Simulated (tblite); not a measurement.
# C4H10BNO2: the cost of one run

Computed with tblite 0.8.0 (tight binding) and PySCF 2.14.0 (DFT, with response routines of our own); each step states its level. Atoms count from 0 throughout.

## 1. The molecule as given

18 atoms, charge 0, multiplicity 1; geometry from: force field or distance geometry start.

Bonds of the start (Å): B2–C3 1.60, B2–C4 1.59, C0–H10 1.12, C0–H8 1.12, C0–H9 1.12, C0–O1 1.40, C3–H11 1.10, C3–H12 1.10, C3–H13 1.11, C4–H14 1.12, C4–H15 1.11, C4–N5 1.46, C6–H17 1.08, C6–O7 1.26, N5–C6 1.44, N5–H16 1.04, O1–B2 1.48.

## 2. GFN2-xTB relaxation, start minimum

The job: settings as JSON, then the geometry in Å.

```
{"job": {"xc": "GFN2-xTB", "basis": "xTB", "kind": "relax"}, "charge": 0, "multiplicity": 1}
C     -2.360600    -0.919800    -0.096200
O     -1.193900    -0.665000    -0.831900
B     -0.376900     0.327300    -0.092400
C     -0.572200     1.885800    -0.420700
C      0.718400    -0.146200     0.960600
N      1.678100    -1.034000     0.306800
C      2.723900    -0.552200    -0.554400
O      2.854900     0.679400    -0.787400
H     -2.988200    -0.001600     0.003200
H     -2.155200    -1.354500     0.911000
H     -2.975200    -1.665300    -0.653600
H     -1.364200     2.010800    -1.178700
H      0.378300     2.298900    -0.780700
H     -0.863100     2.411400     0.511600
H      1.239400     0.738500     1.398100
H      0.204600    -0.688400     1.786000
H      1.631800    -2.055400     0.506000
H      3.411400    -1.263600    -0.999000
```

Launch:

```
$ OMP_NUM_THREADS=1 python ens_run.py task.json out
```

One launch serves the whole session.

**Question.** How long does this first job take on 1 thread of Arm Neoverse V1, shared host?

About 2 s.
